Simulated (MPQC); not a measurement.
**ROHF/3-21G (hessian update BFGS) run of GaH2O (SMILES [OH][GaH])**

Wanted: a structure relaxation of GaH2O. 

The calculation is run with MPQC 2.3.1.

3 further runs of the same task are left out: 2 that didn't finish, 1 set aside as unsound or not needed.

**1. The structure to begin with**

GaH2O has 4 atoms, charge 0, and is taken as a doublet. As SMILES, `[OH][GaH]`. The shape comes from GFN2-xTB, which is rough for such elements, and wasn't checked as a minimum. The run starts from this shape.

Bond lengths: O1–Ga2 1.719 Å, O1–H3 0.952 Å, Ga2–H4 1.820 Å. Angles: O1–Ga2–H4 107.2°, Ga2–O1–H3 175.2°.

**2. A structure relaxation at ROHF/3-21G (hessian update BFGS)**

File input.in:

```
molecule<Molecule>: (
  symmetry = c1
  unit = angstrom
  { atoms geometry } = {
    O  [ -0.030910    -0.807480     0.304090 ]
    Ga [ 0.753440     0.713680     0.141830 ]
    H  [ -0.402600    -1.673580     0.437400 ]
    H  [ -0.319930     1.767380    -0.883320 ]
  }
)
basis<GaussianBasisSet>: (
  name = "3-21G"
  molecule = $:molecule
)
mpqc: (
  checkpoint = no
  savestate = no
  restart = no
  do_energy = yes
  do_gradient = no
  optimize = yes
  coor<SymmMolecularCoor>: (
    molecule = $:molecule
    generator<IntCoorGen>: ( molecule = $:molecule )
  )
  mole<HSOSHF>: (
    molecule = $:molecule
    basis = $:basis
    total_charge = 0
    multiplicity = 2
    memory = 1000000000
    print_evals = yes
    maxiter = 60
    guess_wavefunction<HSOSHF>: (
      molecule = $:molecule
      total_charge = 0
      multiplicity = 2
      memory = 1000000000
      value_accuracy = 1e-3
      basis<GaussianBasisSet>: (
        name = "STO-3G"
        molecule = $:molecule
      )
      guess_wavefunction<ExtendedHuckelWfn>: (
        molecule = $:molecule
        total_charge = 0
        multiplicity = 2
        basis<GaussianBasisSet>: (
          name = "STO-3G"
          molecule = $:molecule
        )
      )
    )
    coor = $..:coor
  )
  opt<QNewtonOpt>: (
    function = $..:mole
    max_iterations = 40
    update<BFGSUpdate>: ()
    convergence<MolEnergyConvergence>: (
      cartesian = yes
      energy = $..:..:mole
    )
  )
)
```

The run is started by

```sh
mpqc -o input.out input.in
```

Log:

```text
MPQC: Massively Parallel Quantum Chemistry
[...]
  WARNING: two unbound groups of atoms
           consider using extra_bonds input
[...]
    symmetry = c1
[...]
  LUMO is    22   A =   0.067650
  total scf energy = -1989.4606657617
[...]
  Total Gradient:
       1   O  -0.0000039033  -0.0000027085   0.0000006175
       2  Ga   0.0000012310   0.0000039468  -0.0000004000
       3   H   0.0000016531  -0.0000012875  -0.0000000532
       4   H   0.0000010192   0.0000000493  -0.0000001643
  WARNING: IntMolecularCoor::all_to_cartesian(RefSCVector&): too many iterations in geometry update
[...]
  Value of the MolecularEnergy: -1989.4606657617
[...]
      nbasis = 36
[...]
```

Run time: 3.6 s. Hardware: 1 thread of Arm Neoverse V2, shared host.

Step by step:

```tsv
step	energy from the first frame kept (eV)	largest force (eV/Å)
0	0.0000	2.1828
1	-0.2213	1.0426
2	-0.2628	0.6193
3	-0.2786	0.1309
4	-0.2804	0.1051
5	-0.2817	0.1509
6	-0.2831	0.1887
7	-0.2951	0.5008
8	-0.2601	1.5013
9	-0.3066	0.5475
10	-0.3160	0.5166
11	-0.2529	0.6146
12	-0.3368	0.2731
13	-0.3441	0.1719
14	-0.3451	0.1015
15	-0.3479	0.0318
16	-0.3483	0.0230
17	-0.3484	0.0034
18	-0.3484	0.0016
19	-0.3484	0.0002
```

After the run. Bond lengths: O1–Ga2 1.720 Å, O1–H3 0.956 Å, Ga2–H4 1.596 Å. Angles: O1–Ga2–H4 116.8°, Ga2–O1–H3 134.0°.

**3. Outcome**

At ROHF/3-21G (hessian update BFGS):

```
               quantity           value
total energy at the end  -1989.46067 Eh
```

**Reading.** At the final geometry: Bond lengths: O1–Ga2 1.720 Å, O1–H3 0.956 Å, Ga2–H4 1.596 Å. Angles: O1–Ga2–H4 116.8°, Ga2–O1–H3 134.0°. The optimisation took 19 steps and changed the energy by -0.348 eV.
